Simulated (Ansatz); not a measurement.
# Al6N: the cost of one run

Program: Ansatz 0.2.0. Level of theory: DFT PBE, scalar-relativistic, plane waves, PAW. These are calculated values, not measurements.

14 further runs of the same task are left out: 14 set aside as unsound or not needed.

### 1 Starting point

The structure is orthorhombic, space group Pmm2 (No. 25). The conventional cell has a = 5.714 Å, b = 5.714 Å, c = 22.175 Å, α = 90.00°, β = 90.00°, γ = 90.00°. Al (site symmetry 1) is surrounded by 8 Al at 2.86 to 2.90 Å. Al (site symmetry mm2) has 12 Al at 2.86 to 2.91 Å as nearest neighbours. Around Al (site symmetry mm2) lie 12 Al at 2.86 to 2.91 Å and 2 N at 2.96 Å. Al (site symmetry 1) has 1 N at 1.82 Å as nearest neighbours. N (site symmetry m) is surrounded by 1 N at 1.27 Å and 2 Al at 1.82 Å.

Structure file:

```
CELL_PARAMETERS angstrom
5.71430 0.00000 0.00000
0.00000 5.71430 0.00000
0.00000 0.00000 22.17502
ATOMIC_POSITIONS crystal
Al 0.25000 0.25000 0.18038
Al 0.25000 0.75000 0.18038
Al 0.75000 0.25000 0.18038
Al 0.75000 0.75000 0.18038
Al 0.00000 0.00000 0.27441
Al 0.00000 0.50000 0.27441
Al 0.50000 0.00000 0.27441
Al 0.50000 0.50000 0.27441
Al 0.25000 0.25000 0.36866
Al 0.25000 0.75000 0.36866
Al 0.75000 0.25000 0.36866
Al 0.75000 0.75000 0.36866
N 0.38896 0.50000 0.40474
N 0.61104 0.50000 0.40474
```

This is the geometry of the first run shown, built on a cell relaxed beforehand with the same method.

### 2 The scan

Atoms count from 1 in the order of the input.

N2 lies flat over one site of a rigid substrate while its bond length and height are varied.

The axes are (1) distance N13-N14: 8 values from 1.000 to 3.000 Å; (2) height of the N2 axis above the plane of Al9: 8 values from 0.80 to 3.60 Å.

Nothing else is relaxed. Points are written as (first, second).

### 3 Point (1.269 Å, 0.80 Å)

The cell repeats along c, and a dipole correction in the vacuum removes the field between the copies.

input.yaml reads:

```yaml
crystal:
  lattice:
    - [5.7143028096, 0.0, 0.0]
    - [0.0, 5.7143028096, 0.0]
    - [0.0, 0.0, 22.1750227687]
  atoms:
    - { symbol: Al, position: [0.25, 0.25, 0.1803831293] }
    - { symbol: Al, position: [0.25, 0.75, 0.1803831293] }
    - { symbol: Al, position: [0.75, 0.25, 0.1803831293] }
    - { symbol: Al, position: [0.75, 0.75, 0.1803831293] }
    - { symbol: Al, position: [0.0, 0.0, 0.274409492] }
    - { symbol: Al, position: [0.0, 0.5, 0.274409492] }
    - { symbol: Al, position: [0.5, 0.0, 0.274409492] }
    - { symbol: Al, position: [0.5, 0.5, 0.274409492] }
    - { symbol: Al, position: [0.25, 0.25, 0.3686590473] }
    - { symbol: Al, position: [0.25, 0.75, 0.3686590473] }
    - { symbol: Al, position: [0.75, 0.25, 0.3686590473] }
    - { symbol: Al, position: [0.75, 0.75, 0.3686590473] }
    - { symbol: "N", position: [0.3889628322, 0.5, 0.4047356732] }
    - { symbol: "N", position: [0.6110371678, 0.5, 0.4047356732] }
basis:
  ecutwfc: 420
kpoints:
  mp_grid: { grid: [5, 5, 1] }
hamiltonian:
  xc: pbe
scf:
  occupations: { method: gaussian, width: 0.1 }
output:
  forces: true
  eigenvalues: true
efield:
  axis: 3
  dipole_correction: true
  ramp_width: 0.04
```

Launch:

```bash
ansatz run input.yaml --threads 4 --pin off --max-ram 12288MiB --backend cpu --events-out ev --progress --plain --runs-dir out
```

Q: Estimate wall time and peak memory on 4 threads of Intel Xeon Platinum 8175M at 2.50GHz (Skylake/Cascade Lake), shared host.

About 4.8 s, with a peak of 1 GiB.
